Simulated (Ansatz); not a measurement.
# One shape, several levels: SiHBrF (SMILES F[SiH]Br)

Aim: a comparison of 6 runs (UHF/def2-SVP, UPBE/cc-pVDZ, UB3LYP/6-31G*, UPBE/6-311G**, UBLYP/def2-TZVP, FIC-NEVPT4(SD)(5,5)/ANO-RCC-MB) of SiHBrF. 

The results are computed with Ansatz 0.2.0.

2 further runs of the same task are left out: 1 that didn't finish, 1 set aside as unsound or not needed.

**1. The system as given**

SiHBrF: 4 atoms, total charge 0, spin state doublet. SMILES: `F[SiH]Br`. The coordinates come from a PBE0-D4/def2-TZVP relaxation.

Bond lengths: F1–Si2 1.596 Å, Si2–Br3 2.211 Å, Si2–H4 1.491 Å. Angles: F1–Si2–Br3 108.9°, F1–Si2–H4 107.1°, Br3–Si2–H4 108.5°.

**2. Energy and gradient at UHF/def2-SVP (run 1)**

molecule.yaml

```yaml
crystal:
  periodic: [false, false, false]
  atoms:
    - {symbol: F, position_ang: [-1.077500, -0.285400, 1.078300]}
    - {symbol: Si, position_ang: [-0.289800, -0.254700, -0.309800]}
    - {symbol: Br, position_ang: [1.852200, -0.643700, 0.073700]}
    - {symbol: H, position_ang: [-0.429400, 1.123400, -0.862500]}
basis:
  gaussian: {orbitals: def2-SVP}
total_charge: 0
magnetization: {spin_polarized: true, initial_magnetization: 1}
hamiltonian: {xc: hf}
accuracy: high
output: {forces: true, orbitals: {seedname: orbitals}}
```

Run with:

```sh
$ ansatz run molecule.yaml --threads 1 --pin off --max-ram 2610MiB --events-out events.jsonl --progress --plain --runs-dir runs
```

Standard output:

```text
Warning: RAYON_NUM_THREADS=1 ignored (pool sized by the plan → 1); use --threads N
Functional definition: HF
  name "HF"
  exchange = exact_x
  correlation = 0
1243 factors; integrals over basis functions are off by at most 4.6e-9 eV
mean field evaluation 1: about -80569.5439 eV, gradient 1.8e1 eV
mean field evaluation 2: about -80569.5980 eV, gradient 1.8e1 eV
mean field evaluation 4: about -80571.2862 eV, gradient 1.8e0 eV
mean field evaluation 8: about -80571.3456 eV, gradient 2.7e-1 eV
mean field evaluation 16: about -80571.3474 eV, gradient 1.4e-6 eV
mean field -80571.34742733 eV, -2960.9424047335 hartree, gradient 4.7e-8 eV, S^2 0.754180; 0 other end points of the search recorded, 0 dependent functions left out
the calculation of the forces begins
reference -80571.34742733 eV, -2960.9424047335 hartree; 30, 29 occupied and 39, 40 virtual orbitals, 1243 factors
Total energy: -80571.34742733 eV, -2960.9424047335 hartree
Atom 0 at    -1.077500    -0.285400     1.078300 Å, force    -0.196055    -0.061084     0.350391 eV/Å
Atom 1 at    -0.289800    -0.254700    -0.309800 Å, force    -0.013148     0.425930    -0.445809 eV/Å
Atom 2 at     1.852200    -0.643700     0.073700 Å, force     0.203830    -0.072280     0.040488 eV/Å
Atom 3 at    -0.429400     1.123400    -0.862500 Å, force     0.005374    -0.292566     0.054930 eV/Å
Dipole moment:    -0.126745     0.029217    -0.339317 e Å
```

Run time: 2.5 s. Hardware: 1 thread of Arm Neoverse V2, shared host; peak memory 0.2 GiB.

**3. Energy and gradient at UPBE/cc-pVDZ (run 2)**

molecule.yaml

```yaml
crystal:
  periodic: [false, false, false]
  atoms:
    - symbol: F
      position_ang: [-1.077500, -0.285400, 1.078300]
    - symbol: Si
      position_ang: [-0.289800, -0.254700, -0.309800]
    - symbol: Br
      position_ang: [1.852200, -0.643700, 0.073700]
    - symbol: H
      position_ang: [-0.429400, 1.123400, -0.862500]
basis:
  gaussian: {orbitals: cc-pVDZ}
magnetization: {spin_polarized: true, initial_magnetization: 1}
hamiltonian: {xc: pbe}
accuracy: high
output: {forces: true, orbitals: {seedname: orbitals}}
```

Run with:

```sh
$ ansatz run molecule.yaml --threads 1 --pin off --max-ram 2610MiB --events-out events.jsonl --progress --plain --runs-dir runs
```

Standard output, shortened:

```text
Warning: RAYON_NUM_THREADS=1 ignored (pool sized by the plan → 1); use --threads N
Functional definition: PBE
  name "PBE"
[...]
1296 factors; integrals over basis functions are off by at most 4.6e-9 eV
[...]
mean field -80640.30376026 eV, -2963.4765032286 hartree, gradient 3.6e-8 eV, S^2 0.751598; 0 other end points of the search recorded, 0 dependent functions left out
[...]
reference -80640.30376290 eV, -2963.4765033256 hartree; 30, 29 occupied and 34, 35 virtual orbitals, 1296 factors
Total energy: -80640.30376290 eV, -2963.4765033256 hartree
Atom 0 at    -1.077500    -0.285400     1.078300 Å, force    -1.188658    -0.039948     2.056053 eV/Å
Atom 1 at    -0.289800    -0.254700    -0.309800 Å, force     0.560365    -0.316687    -1.974015 eV/Å
Atom 2 at     1.852200    -0.643700     0.073700 Å, force     0.656853    -0.105218     0.098971 eV/Å
Atom 3 at    -0.429400     1.123400    -0.862500 Å, force    -0.028560     0.461853    -0.181009 eV/Å
Dipole moment:    -0.061130     0.058920    -0.204172 e Å
```

Run time: 7.8 s. Hardware: 1 thread of Arm Neoverse V2, shared host; peak memory 0.19 GiB.

Runs 3 to 5 aren't shown in full; the table further down has their settings and results.

**4. A single-point energy at FIC-NEVPT4(SD)(5,5)/ANO-RCC-MB (sfX2C, density fitting with cc-pVTZ-jkfit, def2-TZVP-rifit for correlation) (run 6)**

in.yaml

```yaml
crystal:
  periodic: [false, false, false]
  atoms:
    - {symbol: F, position_ang: [-1.077500, -0.285400, 1.078300]}
    - {symbol: Si, position_ang: [-0.289800, -0.254700, -0.309800]}
    - {symbol: Br, position_ang: [1.852200, -0.643700, 0.073700]}
    - {symbol: H, position_ang: [-0.429400, 1.123400, -0.862500]}
basis:
  gaussian:
    orbitals: ANO-RCC-MB.json
    fitting: {mean_field: cc-pVTZ-jkfit, correlation: def2-TZVP-rifit.json}
magnetization:
  spin_polarized: false
  initial_magnetization: 1
correlation:
  method: fic_nevpt4_sd
  active_space: {window: {electrons: 5, orbitals: 5}}
output: {orbitals: {seedname: orbitals}}
```

The basis set ANO-RCC-MB is read from a file made from the Basis Set Exchange's data (not shown).

Run with:

```sh
$ ansatz run in.yaml --threads 1 --pin off --max-ram 2610MiB --events-out events.jsonl --progress --plain --runs-dir runs
```

Standard output, shortened:

```text
Warning: RAYON_NUM_THREADS=1 ignored (pool sized by the plan → 1); use --threads N
[... 2 set-up lines as earlier in the session ...]
[...]
800 factors; integrals over basis functions are off by at most 8.4e-3 eV
[...]
mean field -81470.95399525 eV, -2994.0023363292 hartree, gradient 7.8e-7 eV, S^2 0.750000; 0 other end points of the search recorded, 0 dependent functions left out
reference -81470.95399525 eV, -2994.0023363292 hartree; 30, 29 occupied and 3, 4 virtual orbitals, 800 factors
state -81471.63858991 eV, -2994.0274947190 hartree
state -81471.63858991 eV, -2994.0274947190 hartree; corrected -81472.48704680 eV, -2994.0586749347 hartree
state -81471.46423464 eV, -2994.0210872813 hartree
state -81471.46423464 eV, -2994.0210872813 hartree; corrected -81472.47625888 eV, -2994.0582784860 hartree
state -81471.63858991 eV, -2994.0274947190 hartree; corrected -81472.48704680 eV, -2994.0586749347 hartree
state -81471.58228099 eV, -2994.0254254044 hartree
state -81471.58228099 eV, -2994.0254254044 hartree; corrected -81472.48374640 eV, -2994.0585536471 hartree
state -81471.63858991 eV, -2994.0274947190 hartree; corrected -81472.48704680 eV, -2994.0586749347 hartree
[...]
Total energy: -81472.48704680 eV, -2994.0586749347 hartree
Relativity: scalar
```

Wall time 5.7 s (1 thread of Arm Neoverse V2, shared host); peak memory 0.14 GiB.

**5. Overview of the runs**

| run | level | task | accuracy | energy (Eh) | dipole moment (D) | HOMO energy (eV) | LUMO energy (eV) | wall time |
| --- | --- | --- | --- | --- | --- | --- | --- | --- |
| 1 | UHF/def2-SVP | gradient | high | -2960.942405 | 1.75 | -9.88 | 0.71 | 2.5 s |
| 2 | UPBE/cc-pVDZ | gradient | high | -2963.476503 | 1.06 | -5.46 | -3.85 | 7.8 s |
| 3 | UB3LYP/6-31G* (spherical functions) | gradient | high | -2963.854291 | 1.39 | -6.45 | -3.43 | 9.6 s |
| 4 | UPBE/6-311G** | gradient | high | -2963.508923 | 1.32 | -5.60 | -4.00 | 8.1 s |
| 5 | UBLYP/def2-TZVP | gradient | high | -2964.222465 | 1.06 | -5.40 | -3.97 | 13 s |
| 6 | FIC-NEVPT4(SD)(5,5)/ANO-RCC-MB (sfX2C, density fitting with cc-pVTZ-jkfit, def2-TZVP-rifit for correlation) | energy | medium | -2994.058675 | – | – | – | 5.7 s |

**6. Outcome**

```
           quantity           value
run 6: total energy  -2994.05867 Eh
```

What this shows: Over runs 1, 2, 3, 4, 5 the dipole moment (its size) runs from 1.06 D (UBLYP/def2-TZVP) to 1.75 D (UHF/def2-SVP). The two ends differ in method and basis. Totals of different functionals can't be ranked against each other. Some runs of one species differ in core potentials or relativity; totals across that change don't compare. In run 6 the basis is minimal, so the values are rough. All runs together took 47 s, the longest 13 s.
